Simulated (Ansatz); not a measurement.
Task: vertical spin-state energies of C₃H₆Se, SMILES CC1C[Se]1, with the Python package of Ansatz (0.2.0). Give the script and its output. Level of theory (for the species named): MP2, def2-SVP basis, multiplicity 1.

```yaml
atoms:
  - { symbol: C, position_ang: [-0.7014, 0.9258, 0.1589] }
  - { symbol: C, position_ang: [0.1067, -0.0593, -0.5835] }
  - { symbol: C, position_ang: [0.8456, -0.9630, 0.2705] }
  - { symbol: Se, position_ang: [-0.5823, -1.8614, -0.5713] }
  - { symbol: H, position_ang: [-1.5151, 1.3575, -0.5687] }
  - { symbol: H, position_ang: [-1.2650, 0.5428, 1.0251] }
  - { symbol: H, position_ang: [-0.0839, 1.8139, 0.4918] }
  - { symbol: H, position_ang: [0.6522, 0.2620, -1.5323] }
  - { symbol: H, position_ang: [0.7635, -0.7998, 1.4213] }
  - { symbol: H, position_ang: [1.8628, -1.2697, -0.1088] }
```

`c3h6se.py`:
```python
"""Gap between spin states of C3H6Se at one geometry."""

import ansatz as az


def main() -> None:
    mol = (
        az.Crystal.molecule()
        .atom("C", [-0.7014, 0.9258, 0.1589])
        .atom("C", [0.1067, -0.0593, -0.5835])
        .atom("C", [0.8456, -0.963, 0.2705])
        .atom("Se", [-0.5823, -1.8614, -0.5713])
        .atom("H", [-1.5151, 1.3575, -0.5687])
        .atom("H", [-1.265, 0.5428, 1.0251])
        .atom("H", [-0.0839, 1.8139, 0.4918])
        .atom("H", [0.6522, 0.262, -1.5323])
        .atom("H", [0.7635, -0.7998, 1.4213])
        .atom("H", [1.8628, -1.2697, -0.1088])
    )

    model = mol.calculation()
    model = model.basis(gaussian="def2-SVP").correlation("mp2", electrons="valence")
    model = model.accuracy("high")
    found = {}
    for unpaired in [0, 2]:
        data = model.spin("collinear", total=unpaired).run().report
        s = unpaired / 2
        found[unpaired] = data["free_energy_ev"]
        print(f"2S+1 = {unpaired + 1}: E = {found[unpaired]:.5f} eV, <S^2> = {abs(data['mean_field']['state']['spin_squared']):.3f} (pure state {s * (s + 1):.2f})")
    lowest = min(found, key=found.get)
    for unpaired, e in found.items():
        print(f"multiplicity {unpaired + 1}: {96.485332 * (e - found[lowest]):.1f} kJ/mol above the lowest")


if __name__ == "__main__":
    main()
```

```console
$ python c3h6se.py
2S+1 = 1: E = -68495.84060 eV, <S^2> = 0.000 (pure state 0.00)
2S+1 = 3: E = -68491.29080 eV, <S^2> = 2.035 (pure state 2.00)
multiplicity 1: 0.0 kJ/mol above the lowest
multiplicity 3: 439.0 kJ/mol above the lowest
```

In order: multiplicity 1 (+0.00 eV) and multiplicity 3 (+4.55 eV), all at the one geometry.

The settings weren't tested for convergence. The geometry is a force-field or estimated start, not a minimum of this method, and the basis set is short of its limit. All parts are taken at fixed geometry, without zero-point energy. S² is that of the Hartree-Fock reference. Timing: 12 s on 1 thread of Intel(R) Xeon(R) 6975P-C (Granite Rapids), on a shared host, peak memory 0.53 GiB.

(Lines on the test bed's own set-up are left out of the output.)
